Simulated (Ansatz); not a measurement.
**What each level of theory costs: Bi2Te3 (R-3m), on Neoverse N1 cores, threads left to the program**

The runs below are of Ansatz 0.2.0 on an Arm Neoverse N1 node (56 of its 64 cores, memory capped at 64 GiB), one at a time and with no other job on the machine; times are wall-clock times from launch to exit. Times and memory are rounded to two significant figures, and ratios are formed from the unrounded values. A row is a single run, so small differences between rows aren't established. Precision is the program's default, which can work at lower precision in parts of a run.

The first rung is PBE.

Commands are shown without the flags for output files and display.

The folder soft_1 holds one of the program's own sets of PAW files, generated with PBE and used with every functional where the input names it.

```
atoms                                                              : 5
valence electrons                                                  : 78
cell volume                                                        : 181.8 Å³
cutoff (chosen by the program)                                     : 420 eV
k mesh                                                             : 6×6×6
k points solved                                                    : 32
symmetry operations used (translations within a supercell counted) : 12
plane waves at Γ                                                   : 3581
dense FFT grid                                                     : 30×30×75
bands at the start                                                 : 44
spin                                                               : none
first density                                                      : superposed atoms
```

Input used:

```yaml
crystal:
  lattice:
    - [2.209065, 1.275404, 10.752433]
    - [-2.209065, 1.275404, 10.752433]
    - [0.000000, -2.550809, 10.752433]
  atoms:
    - { symbol: Bi, position: [0.603170, 0.603170, 0.603170] }
    - { symbol: Bi, position: [0.396830, 0.396830, 0.396830] }
    - { symbol: Te, position: [0.783192, 0.783192, 0.783192] }
    - { symbol: Te, position: [0.000000, 0.000000, 0.000000] }
    - { symbol: Te, position: [0.216808, 0.216808, 0.216808] }
kpoints:
  mp_grid: { grid: [6, 6, 6] }
hamiltonian:
  xc: pbe
  pseudopotentials: { azcp: { folder: soft_1 } }
scf:
  occupations: { method: fermi_dirac, width: 0.1 }
output: { forces: true, stress: true }
```

Command for every rung:

```bash
taskset -c 8-63 ansatz run input.yaml --backend cpu --max-ram 64GiB
```

Lines that stand in the other rungs' inputs in place of, or beside, those above:

```yaml
# LDA
hamiltonian:
  xc: lda
# r2SCAN
hamiltonian:
  xc: r2scan
# PBE with spin-orbit coupling
hamiltonian:
  pseudopotentials: { kind: paw_fr, azcp: { folder: soft_1 } }
magnetization: { noncollinear: true, spin_orbit: true }
output: { eigenvalues: true }
# PBE with bands and DOS
kpoints:
  band_path: { path: [[0, 0, 0], [0.5, 0, 0], [0.5, 0.5, 0], [0, 0, 0], [0.5, 0.5, 0.5]], npoints: 15 }
output: { eigenvalues: true, dos: {} }
# PBE, all-electron LAPW
hamiltonian:
  pseudopotentials: { kind: all_electron, lapw: {} }
# HSE06
hamiltonian:
  xc: hse06
# PBE Γ phonons (DFPT)
phonons: { method: dfpt, qpoints: [[0, 0, 0]] }
# (no output line)
```

```csv
level,wall time,SCF clock,outside it,outputs asked,electrons in bands,bands at the start,cutoff (eV),dense FFT grid,XC grid (× dense grid),k points,SCF iterations,residual at close (eV),eigensolver,threads,host memory (GiB),remarks
PBE,1.0 s,0.75 s,0.27 s,"forces, stress",78,44,420,30×30×75,8,32,8,2e-7,band CG,56,1.5,
LDA,1.1 s,0.71 s,0.35 s,"forces, stress",78,44,420,30×30×75,1,32,8,9e-8,band CG,56,1.4,
PBE with bands and DOS,1.8 s,1.5 s,0.30 s,"eigenvalues, dos",78,47,420,30×30×75,1,32,8,9e-8,band CG,56,2.2,band table 0.18 s
r2SCAN,2.1 s,1.7 s,0.47 s,"forces, stress",78,44,500,36×36×81,64,32,8,7e-8,band CG,56,2.3,
PBE with spin-orbit coupling,4.6 s,3.8 s,0.82 s,eigenvalues,78,94,420,30×30×75,1,32,10,6e-8,band CG,56,5.1,closing search 0.65 s
"PBE, all-electron LAPW",5.8 s,5.3 s,0.49 s,"forces, stress",146,88,237,24×24×60,,32,9,2e-7,Davidson,56,2.9,
HSE06,43 s,40 s,3.0 s,"forces, stress",78,47,420,30×30×75,8,32,30,,Davidson,56,12,band table 5.2 s; SCF threshold loose for stress (1e-7 against 5e-10 eV); exchange threshold loose for stress (1e-6 against 5e-8 eV); exchange on 27×27×72 points
```

The SCF clock is the program's own. It runs from the start of the first SCF loop to the final result and holds forces, stress, later SCFs and response steps. Outside it lie start-up, exit and the set-up ahead of the first loop, which depends on the cell and the method.

SCF iterations are those that the program logged, summed over all steps and exchange cycles of a run; an SCF made in search of a lower state can go uncounted; response, GW and RPA loops aren't counted. A hybrid's count includes the PBE SCF that it starts from. The k points are those of the first SCF; band paths, strained cells and response steps solve further ones. LAPW's cutoff and plane waves are those at the start; the program can enlarge the basis.

«SCF threshold loose for stress (a against b)»: the program warns that its threshold a on the density residual is looser than the b that it advises where a stress is wanted. The warning is on the threshold set and not on the residual reached, which can lie below it; a run set to the advised value can need more iterations. «exchange threshold loose for stress (a against b)»: the same warning for the energy threshold of a hybrid's exchange loop, again on the value set and not on the value reached. «exchange on a×b×c points»: exact exchange forms its pair densities on this grid and not on the dense one, without the augmentation charges, which are treated apart. «closing search a s»: at the SCF's close the program searches for levels that the SCF missed, which took a s of the SCF clock (told where that is 15 % of it or more). «band table a s»: behind the SCF the program solved its bands further for a band table, asked for or not, which took a s of the SCF clock (told where that is 5 % of it or more).

By the logs the program lays its FFT boxes along shorter combinations of the cell vectors for some rungs and along the cell's own vectors for others (PBE Γ phonons (DFPT)), so the grids differ by more than the cutoff.

The rungs don't all ask for the same outputs, so their times differ by more than the level of theory.

The program sets the grid for exchange-correlation by functional and task; the column gives its points per point of the dense FFT grid (LAPW has grids of its own).

The residual is the density residual (dr2) at which the first SCF closed; hybrids, which run several SCFs, have none listed. The eigensolver is the one reported for the main SCF. Ahead of a DFPT response the program converges the ground state more tightly by default.

At its default thresholds the program warns of the stress for hybrids alone, so a rung without the warning needn't be the more tightly converged one. The first rung closed at 2e-7 eV, above the 5e-10 eV that the program advises for its stress (1e-10 eV an atom; for hybrids it counts 16 atoms at most).

The PAW files were made with PBE; for other functionals the program regenerates the frozen cores at set-up.

The stress takes 11 s of the 43 s of HSE06.

The first rung takes only 1.0 s, 0.75 s of it on the SCF clock, in a single run. That is too short to divide by, since fixed costs and noise weigh heavily on it, so no ratios to it are given. The cost of one level against another in a larger system can differ much from what these times suggest.

Q: How long does PBE Γ phonons (DFPT) take on Neoverse N1 cores, threads left to the program?

A: 64 s, against 1.0 s for the first rung, at a cutoff of 420 eV, in 13 SCF iterations against 8; peak host memory 6.2 GiB. Of the wall time 64 s is on the SCF clock and 0.56 s outside. On the SCF clock alone it is 64 s against 0.75 s. Remarks: 6 perturbations, 20 response iterations. «a perturbations, b response iterations»: symmetry left a displacements to solve, which took b iterations of the response in all. Its first SCF solves 68 k points, against 32, since the mesh is reduced only under the 2 operations that the perturbations allow. It starts with 47 bands, against 44. Its dense FFT grid has 75×75×75 points, against 30×30×75 (6.2 times as many), since its box lies along the cell's own vectors and not along shorter combinations of them. Its first SCF closed at a density residual of 4e-12 eV, against 2e-7 eV. Outputs asked: none, against forces, stress in the first rung.
